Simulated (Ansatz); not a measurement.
# WO+ (sextet): from Hartree-Fock to the top rungs, def2-TZVPP

One table from this session's results is given with a row withheld; the runs are named, their logs left out.

The runs use Ansatz 0.2.0, Gaussian basis; def2-TZVPP, core rule «outside noble gas», up to 5 orbitals frozen.

To be run: UHF; ROHF; CCSD(T) on UHF.

## What is computed

The geometry is a PBE0/def2-TZVP stationary point (not a proven minimum) of the parent state, kept for this charge and spin. No spin-orbit coupling is included. Elements past krypton take def2 core potentials.

2 atoms, charge 1, spin multiplicity 6.

Atoms are counted from 1 here; the program's logs count them from 0.

Bond lengths: W1–O2 1.703 Å.

Set-up of the first run:

in.yaml reads:

```yaml
crystal:
  periodic: [false, false, false]
  atoms:
    - {symbol: W, position_ang: [0.000000, 0.000000, 0.000000]}
    - {symbol: O, position_ang: [0.000000, 0.000000, 1.703200]}
basis:
  gaussian: {orbitals: def2-TZVPP}
total_charge: 1
magnetization: {spin_polarized: true, initial_magnetization: 5}
hamiltonian: {xc: hf}
output: {orbitals: {seedname: orbitals}}
```

Started as:

```bash
> ansatz run in.yaml --threads 1 --pin off --events-out ev --progress --plain --max-ram 4096MiB --backend cpu
```

Steps of the session up to this table: UHF; ROHF; CCSD(T) on UHF.

One of the session's tables, all rows but one given; the rest of the session is left out.

```
  method  from UCCSD(T) (kcal/mol)
    ROHF                   +192.47
     UHF                   +186.31
    UMP2                    +17.37
   UCCSD                         ?
UCCSD(T)                         0
```

Q: Estimate the row for UCCSD from the others.

**Answer.** from UCCSD(T) (kcal/mol): +7.94. In the column «from UCCSD(T) (kcal/mol)» it lies between UCCSD(T) (0) and UMP2 (+17.37).
